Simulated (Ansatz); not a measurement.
**H5NO2Si: ionisation energy by level of theory**

The task here is to estimate one member of a computed series from the others.

Computed with Ansatz 0.2.0, Gaussian basis. Level: unrestricted cation, the program's frozen cores in correlated methods.

The runs, in order: UKS PBE-D4/def2-TZVPP; UKS r2SCAN-D4/def2-TZVPP; UKS PBE0-D4/def2-TZVPP; UKS B3LYP-D4/def2-TZVPP; UKS wB97X-V/def2-TZVPP; UKS wB97M-V/def2-TZVPP; UKS B2PLYP/def2-TZVPP; UHF-CCSD(T)/def2-TZVPP; UHF-MP2/def2-QZVPP; extrapolation to the limit; then −ε(HOMO) from the neutral's earlier runs with LDA (SPW92), PBE-D4, revPBE-D4, BLYP-D4, r2SCAN-D4, B97M-V, PBE0-D4, B3LYP-D4, r2SCANh-D4, r2SCAN0-D4, HSE06-D4, BHLYP-D4, CAM-B3LYP-D4, LC-ωPBE, ωB97X-V, ωB97M-V.

## The geometry

All runs share one geometry, relaxed beforehand with PBE0-D4 in a triple-zeta def2 set.

SMILES `N[SiH](O)O`, 9 atoms, charge 0, spin multiplicity 1.

Atoms are counted from 1 here; the program's logs count them from 0.

Bond lengths: N1–Si2 1.714 Å, N1–H5 1.008 Å, N1–H6 1.008 Å, Si2–O3 1.639 Å, Si2–O4 1.639 Å, Si2–H7 1.475 Å, O3–H8 0.959 Å, O4–H9 0.959 Å. Angles: Si2–N1–H5 119.6°, Si2–N1–H6 119.6°, H5–N1–H6 110.7°, N1–Si2–O3 107.1°, N1–Si2–O4 107.1°, N1–Si2–H7 118.3°, O3–Si2–O4 116.1°, O3–Si2–H7 104.4°, O4–Si2–H7 104.4°, Si2–O3–H8 117.1°, Si2–O4–H9 117.0°.

Coordinates:

| atom | x (Å) | y (Å) | z (Å) |
| --- | --- | --- | --- |
| N1 | -1.2091 | 0.2421 | -0.1902 |
| Si2 | 0.5012 | 0.2764 | -0.0778 |
| O3 | 1.0734 | -0.8972 | -1.0690 |
| O4 | 0.8831 | 0.1283 | 1.5095 |
| H5 | -1.7612 | 0.8025 | 0.4398 |
| H6 | -1.6478 | 0.1885 | -1.0959 |
| H7 | 1.2061 | 1.4972 | -0.5116 |
| H8 | 0.6356 | -1.7493 | -1.0343 |
| H9 | 0.4071 | -0.5348 | 2.0121 |

The first run:

File in.yaml:

```yaml
crystal:
  periodic: [false, false, false]
  atoms:
    - {symbol: N, position_ang: [-1.209105, 0.242119, -0.190171]}
    - {symbol: Si, position_ang: [0.501233, 0.276407, -0.077800]}
    - {symbol: O, position_ang: [1.073396, -0.897206, -1.068961]}
    - {symbol: O, position_ang: [0.883089, 0.128262, 1.509486]}
    - {symbol: H, position_ang: [-1.761158, 0.802496, 0.439846]}
    - {symbol: H, position_ang: [-1.647789, 0.188543, -1.095902]}
    - {symbol: H, position_ang: [1.206132, 1.497163, -0.511570]}
    - {symbol: H, position_ang: [0.635575, -1.749252, -1.034269]}
    - {symbol: H, position_ang: [0.407126, -0.534832, 2.012142]}
basis:
  gaussian: {orbitals: def2-TZVPP}
total_charge: 1
magnetization: {spin_polarized: true, initial_magnetization: 1}
hamiltonian: {xc: pbe, dispersion: d4}
```

Command:

```
ansatz run in.yaml --threads 2 --pin off --events-out ev --progress --plain --max-ram 22528MiB --backend cpu
```

Among the steps run: Cation, UKS PBE-D4/def2-TZVPP; Cation, UKS r2SCAN-D4/def2-TZVPP; Cation, UKS PBE0-D4/def2-TZVPP; Cation, UKS B3LYP-D4/def2-TZVPP; Cation, UKS wB97X-V/def2-TZVPP; Cation, UKS wB97M-V/def2-TZVPP; Cation, UKS B2PLYP (frozen core)/def2-TZVPP; Cation, UHF-CCSD(T)/def2-TZVPP; Cation, UHF-MP2/def2-QZVPP.

One of the session's tables, all rows but one given; the rest of the session is left out.

It belongs to the step «Ionisation energies side by side». Orbital estimates, from the neutral's runs:

| functional | −ε(HOMO) (eV) |
| --- | --- |
| LDA (SPW92) | 6.46 |
| PBE-D4 | 6.29 |
| revPBE-D4 | 6.23 |
| BLYP-D4 | 6.18 |
| r2SCAN-D4 | ? |
| B97M-V | 6.71 |
| PBE0-D4 | 7.77 |
| B3LYP-D4 | 7.53 |
| r2SCANh-D4 | 7.17 |
| r2SCAN0-D4 | 8.00 |
| HSE06-D4 | 7.36 |
| BHLYP-D4 | 9.17 |
| CAM-B3LYP-D4 | 9.24 |
| LC-ωPBE | 10.67 |
| ωB97X-V | 10.28 |
| ωB97M-V | 10.16 |

Q: Estimate the row for r2SCAN-D4 from the others.

Worked estimate for «−ε(HOMO) (eV)». Against the share of exact exchange, r2SCANh-D4 (0.1, 7.17), r2SCAN0-D4 (0.25, 8.00) give a slope of 5.53 per unit share; at 0 the line stands at 6.62.

As computed: −ε(HOMO) (eV): 6.62. In «−ε(HOMO) (eV)» the line misses by 0.00.
